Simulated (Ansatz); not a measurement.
Write a Python script for the Ansatz DFT code, driven from Python that makes a check of forces and pressure against finite differences of Y3Mg (distorted cell). Level of theory (first run): PBEsol, PAW, cutoff 540 eV, 4×4×4 k-points, Fermi-Dirac smearing of 0.1 eV.

```cif
data_structure
_symmetry_space_group_name_H-M 'P 1'
_symmetry_Int_Tables_number 1
_cell_length_a 5.5417
_cell_length_b 5.5417
_cell_length_c 5.5417
_cell_angle_alpha 60.000
_cell_angle_beta 60.000
_cell_angle_gamma 60.000
_cell_volume 120.34
loop_
_atom_site_label
_atom_site_type_symbol
_atom_site_fract_x
_atom_site_fract_y
_atom_site_fract_z
_atom_site_occupancy
Y1 Y 0.50268 0.50275 0.49613 1
Y2 Y 0.24997 0.24886 0.24508 1
Y3 Y 0.75504 0.74413 0.75139 1
Mg1 Mg 0.00828 0.99551 0.00079 1
```

`y3mg_fdcheck.py`
```python
'''Do the forces of Y3Mg match the slope of the free energy with displaced atoms.'''

import ansatz as az
import numpy as np

vectors0 = np.array([
    [0.0, 3.91855, 3.91855],
    [3.91855, 0.0, 3.91855],
    [3.91855, 3.91855, 0.0],
])
sites = [
    ('Y', (0.50268, 0.50275, 0.49613)),
    ('Y', (0.24997, 0.24886, 0.24508)),
    ('Y', (0.75504, 0.74413, 0.75139)),
    ('Mg', (0.00828, 0.99551, 0.00079)),
]


def on_lattice(cell):
    crystal = az.Crystal(lattice=az.Lattice.of(cell))
    for symbol, position in sites:
        crystal = crystal.atom(symbol, position)
    return crystal


def main() -> None:
    def solve(crystal):
        return (
            crystal.calculation()
            .functional(az.Functional.PBESOL)
            .occupations('fermi_dirac', width=0.1)
            .basis(540, xc_grid=2)
            .kpoints(4, 4, 4)
            .scf(tolerance=1e-09)
            .forces()
            .stress()
            .run(threads=1)
        ).report


    centre = solve(on_lattice(vectors0))
    start = on_lattice(vectors0)
    # move one atom both ways along a Cartesian axis
    print(f'force on atom 1 along z: analytic {centre["forces_ev_ang"][1][2]:.4f} eV/A')
    for h in (0.004, 0.016):
        shift = np.eye(3)[2] * h @ np.linalg.inv(vectors0)
        plus, minus = (solve(start.move(1, to=np.array(sites[1][1]) + sign * shift))['lagrangian_ev'] for sign in (1, -1))
        print(f'  step {h} A: numerical {-(plus - minus) / (2 * h):.4f} eV/A')
    # P = -dF/dV; the difference feels the change of the plane-wave count with the cell
    volume = abs(np.linalg.det(vectors0))
    larger, smaller = (solve(on_lattice(vectors0 * (1 + sign * 0.005) ** (1 / 3)))['lagrangian_ev'] for sign in (1, -1))
    numerical = -(larger - smaller) / (0.01 * volume) * 160.21766
    print(f'pressure: analytic {np.trace(centre["stress_gpa"]) / 3:.3f}, numerical {numerical:.3f} GPa')


if __name__ == '__main__':
    main()
```

`python y3mg_fdcheck.py` gives:
```text
DeckWarning: output.stress: scf.convergence.dr2_threshold = 1e-9 eV is looser than the 4e-10 eV advised for a printed stress (1e-10 eV for each atom of the cell: 4). What an SCF threshold leaves in a stress goes as its square root, and in the free energy as [...]
force on atom 1 along z: analytic 0.0715 eV/A
  step 0.004 A: numerical 0.0715 eV/A
  step 0.016 A: numerical 0.0715 eV/A
pressure: analytic -1.788, numerical -1.788 GPa
```
(Warnings from the package without file and line, shortened.)

Notes:
- The run is spin-unpolarised.
- For a metal this k-point mesh is coarse: on a finer one energies can move by several to tens of meV an atom and pressures by half a GPa or more, differences at one mesh by less.
- Pressure is positive in compression.
- The cell is a database structure, distorted on purpose.
- The central difference errs as the square of the step, so the shorter step is the fairer test; what remains comes from the finite grid and the SCF threshold.
- Timing: 2.1 min on 1 thread of Arm Neoverse N1 (shared host), peak memory 0.5 GiB.
